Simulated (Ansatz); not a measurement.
# CH₃BrSi: how energies converge with the basis set

Aim: see how fast density functionals converge with the basis set for CH₃BrSi.

Computed with Ansatz 0.2.0, Gaussian basis. Level: one geometry, several basis sets.

Levels to be run: PBE0-D4/def2-SVP; ωB97M-V/def2-SVP; PBE0-D4/def2-QZVPP; ωB97M-V/def2-QZVPP; the functionals' def2-TZVPP values are taken from earlier runs.

## Step 1: The geometry

An earlier PBE0-D4 in a triple-zeta def2 set relaxation fixed the geometry.

SMILES `C[Si]Br`, 6 atoms, charge 0, spin multiplicity 1.

Atoms are counted from 1 here; the program's logs count them from 0.

Bond lengths: C1–Si2 1.888 Å, C1–H4 1.096 Å, C1–H5 1.093 Å, C1–H6 1.095 Å, Si2–Br3 2.264 Å. Angles: Si2–C1–H4 110.1°, Si2–C1–H5 111.1°, Si2–C1–H6 110.6°, H4–C1–H5 108.9°, H4–C1–H6 106.8°, H5–C1–H6 109.1°, C1–Si2–Br3 98.3°.

## Step 2: PBE0-D4 in def2-SVP

Contents of in.yaml:

```yaml
crystal:
  periodic: [false, false, false]
  atoms:
    - {symbol: C, position_ang: [-0.433584, 0.379089, -0.206821]}
    - {symbol: Si, position_ang: [0.012646, -0.760472, 1.230991]}
    - {symbol: Br, position_ang: [1.998334, -1.514964, 0.446610]}
    - {symbol: H, position_ang: [0.331950, 1.154191, -0.325822]}
    - {symbol: H, position_ang: [-1.402005, 0.859030, -0.043397]}
    - {symbol: H, position_ang: [-0.465240, -0.180874, -1.147762]}
basis:
  gaussian: {orbitals: def2-SVP}
hamiltonian: {xc: pbe0, dispersion: d4}
output: {orbitals: {seedname: orbitals}}
```

Further steps of the session: ωB97M-V in def2-SVP; PBE0-D4 in def2-QZVPP; ωB97M-V in def2-QZVPP.

Q: Predict the results of all the runs planned. Wanted: PBE0-D4: double and triple zeta above quadruple; ωB97M-V: double and triple zeta above quadruple.

The runs gave:

| quantity | value |
| --- | --- |
| PBE0-D4: double and triple zeta above quadruple | 14.23, 1.76 eV |
| ωB97M-V: double and triple zeta above quadruple | 14.22, 1.69 eV |

**Reading.** PBE0-D4 gains 12.48 eV from double to triple zeta, then 1.76 eV more. These are total energies; as a rule much of such shifts cancels in differences, which this series doesn't test.
